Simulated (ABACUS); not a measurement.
HPbNO4:

```
H Pb N O
1.0
     4.27531   -0.00040    0.00636
    -2.08399    5.20775   -0.04907
    -2.12377   -1.86574    4.91491
H Pb N O
1 1 1 4
Cartesian
  2.2338 -1.5247 4.4769
  0.1373 4.0030 0.6652
  -2.0197 1.5311 2.4473
  2.2736 4.7756 0.1022
  -1.9905 2.6889 2.9560
  2.2225 1.4102 1.1945
  -2.0163 0.5081 3.1892
```

The cell was built by a generator and needn't be a form met in nature.

Base run:

```yaml
Program: ABACUS 3.10.1
Functional: LDA
Potentials_or_basis: PseudoDojo NC SR 0.4.1 LDA stringent
Cutoff: 1252 eV
Density_cutoff: 5007 eV
Basis: plane waves
k_mesh: 5 × 4 × 4
Occupations: fermi-dirac, width 0.05 eV
Spin: no spin polarisation
```

Its results: band gap on the k mesh 2.88 eV, indirect (least direct gap 3.10 eV); pressure -5.0 GPa; largest force 0.675 eV/Å.

**Question.** The run is repeated on the same cell with these changes: functional from LDA to PBEsol; potentials or basis from PseudoDojo NC SR 0.4.1 LDA stringent to Ansatz NC PBE; valence electrons from 52 to 44. What comes out?

**Answer.** Band gap on the k mesh 2.96 eV, indirect (least direct gap 3.18 eV); pressure -2.5 GPa; largest force 0.402 eV/Å.

Caveats: spin-orbit coupling is left out, which as a rule narrows the gap of such compounds by several tenths of an eV; an odd mesh through Γ misses points on the zone boundary, where band edges often lie; the potentials were made for another functional, which shifts forces and pressure (some runs).
